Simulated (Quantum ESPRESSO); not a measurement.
A run of Quantum ESPRESSO 7.5:

File pw.in:

```
&CONTROL
  calculation = 'scf'
  prefix = 'pwscf'
  outdir = './tmp'
  pseudo_dir = './pseudo'
  tprnfor = .true.
  tstress = .true.
  disk_io = 'low'
/
&SYSTEM
  ibrav = 0
  A = 4.09114944
  nat = 2
  ntyp = 2
  ecutwfc = 104
  nbnd = 27
  input_dft = 'blyp'
  occupations = 'smearing'
  smearing = 'mp'
  degauss = 0.00734986
/
&ELECTRONS
  conv_thr = 4d-10
  electron_maxstep = 120
  mixing_beta = 0.5
/
ATOMIC_SPECIES
Mo    95.9500 Mo.upf
Se    78.9710 Se.upf
CELL_PARAMETERS alat
   0.0000000000    0.7071067807    0.7071067807
   0.7071067807    0.0000000000    0.7071067807
   0.7071067807    0.7071067807    0.0000000000
ATOMIC_POSITIONS alat
Mo     0.0000000000    0.0000000000    0.0000000000
Se     0.7071067807    0.7071067807    0.7071067807
K_POINTS automatic
8 8 8 0 0 0
```

Contents of pp_density.in:

```
&INPUTPP
  prefix = 'pwscf'
  outdir = './tmp'
  filplot = 'density.dat'
  plot_num = 0
/
&PLOT
  nfile = 1
  filepp(1) = 'density.dat'
  iflag = 3
  output_format = 6
  fileout = 'density.cube'
/
```

pp_potential.in

```
&INPUTPP
  prefix = 'pwscf'
  outdir = './tmp'
  filplot = 'potential.dat'
  plot_num = 11
/
&PLOT
  nfile = 1
  filepp(1) = 'potential.dat'
  iflag = 3
  output_format = 6
  fileout = 'potential.cube'
/
```

Contents of pp_elf.in:

```
&INPUTPP
  prefix = 'pwscf'
  outdir = './tmp'
  filplot = 'elf.dat'
  plot_num = 8
/
&PLOT
  nfile = 1
  filepp(1) = 'elf.dat'
  iflag = 3
  output_format = 6
  fileout = 'elf.cube'
/
```

File pp_potential_ks.in:

```
&INPUTPP
  prefix = 'pwscf'
  outdir = './tmp'
  filplot = 'potential_ks.dat'
  plot_num = 1
/
&PLOT
  nfile = 1
  filepp(1) = 'potential_ks.dat'
  iflag = 3
  output_format = 6
  fileout = 'potential_ks.cube'
/
```

Potentials or basis: PseudoDojo 0.4 SR PBEsol stringent.

Run with:

```bash
$ OMP_NUM_THREADS=1 pw.x -in pw.in > pw.out
$ OMP_NUM_THREADS=1 pp.x -in pp_density.in > pp_density.out
$ OMP_NUM_THREADS=1 pp.x -in pp_potential.in > pp_potential.out
$ OMP_NUM_THREADS=1 pp.x -in pp_elf.in > pp_elf.out
$ OMP_NUM_THREADS=1 pp.x -in pp_potential_ks.in > pp_potential_ks.out
```

Hardware: 1 thread of Intel(R) Xeon(R) Platinum 8488C (Sapphire Rapids), on a shared host.

**Question.** How long does it take, and how much memory?

**Answer.** Run time: 60 s on 1 thread of Intel(R) Xeon(R) Platinum 8488C (Sapphire Rapids), with other jobs on the host, peak memory 0.16 GiB. Counts: scf iterations 10, k pools 1, bands 27, k points 29, g dense 47039.
